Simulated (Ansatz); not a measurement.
# C2H8AlNO: the cost of one run

Program: Ansatz 0.2.0. Level of theory: UKS PBE0/STO-3G. These are calculated values, not measurements.

## Step 1: The starting structure

Bond lengths: Al1–N2 2.240 Å, N2–C3 1.447 Å, Al1–O4 1.622 Å, Al1–H5 1.819 Å, Al1–C6 1.984 Å, N2–H7 1.013 Å, C3–H8 1.091 Å, C3–H9 1.098 Å, C3–H10 1.097 Å, C6–H11 1.093 Å, C6–H12 1.095 Å, C6–H13 1.094 Å. Angles (14 of 21 angles, heavy atoms first): Al1–N2–C3 128.2°, N2–Al1–O4 80.2°, N2–Al1–C6 123.4°, O4–Al1–C6 156.3°, Al1–N2–H7 119.7°, C3–N2–H7 110.8°, N2–Al1–H5 36.9°, O4–Al1–H5 43.3°, H5–Al1–C6 160.1°, N2–C3–H8 109.0°, N2–C3–H9 111.7°, N2–C3–H10 112.0°, Al1–C6–H11 112.1°, Al1–C6–H12 110.7°.

Structure file:

```xyz
13

Al    0.3722   -0.6531    1.0522
N    -0.6345    1.0722    0.0396
C    -0.2104    1.7864   -1.1453
O     0.7898    0.5437    2.0648
H     0.1308    1.1471    1.1435
C     0.3479   -2.5042    0.3390
H    -1.5902    1.3063    0.2787
H     0.8345    1.5483   -1.3479
H    -0.2922    2.8730   -1.0144
H    -0.7999    1.5055   -2.0272
H    -0.2422   -2.5848   -0.5772
H    -0.0708   -3.1972    1.0755
H     1.3650   -2.8431    0.1187
```

## Step 2: Run 1

150 steps of 0.5 fs at constant energy, with velocities drawn for 1000 K.

Input file input.yaml:

```yaml
crystal:
  periodic: [false, false, false]
  atoms:
    - { symbol: Al, position_ang: [0.3722, -0.6531, 1.0522] }
    - { symbol: "N", position_ang: [-0.6345, 1.0722, 0.0396] }
    - { symbol: C, position_ang: [-0.2104, 1.7864, -1.1453] }
    - { symbol: O, position_ang: [0.7898, 0.5437, 2.0648] }
    - { symbol: H, position_ang: [0.1308, 1.1471, 1.1435] }
    - { symbol: C, position_ang: [0.3479, -2.5042, 0.339] }
    - { symbol: H, position_ang: [-1.5902, 1.3063, 0.2787] }
    - { symbol: H, position_ang: [0.8345, 1.5483, -1.3479] }
    - { symbol: H, position_ang: [-0.2922, 2.873, -1.0144] }
    - { symbol: H, position_ang: [-0.7999, 1.5055, -2.0272] }
    - { symbol: H, position_ang: [-0.2422, -2.5848, -0.5772] }
    - { symbol: H, position_ang: [-0.0708, -3.1972, 1.0755] }
    - { symbol: H, position_ang: [1.365, -2.8431, 0.1187] }
magnetization:
  spin_polarized: true
basis:
  gaussian: { orbitals: STO-3G }
hamiltonian:
  xc: pbe0
md:
  timestep: 0.5
  n_steps: 150
  ensemble: nve
  temperature: 1000.0
  initial_velocities: maxwell_boltzmann
  seed: 180365
```

The run is started by

```console
> ansatz run input.yaml --threads 1 --pin off --max-ram 2048MiB --backend cpu --events-out ev --progress --plain --runs-dir out
```

**Question.** How long does this run take on 1 thread of Arm Neoverse V1, shared host, and how much memory does it need?

About 9.4 min, with a peak of 0.14 GiB.
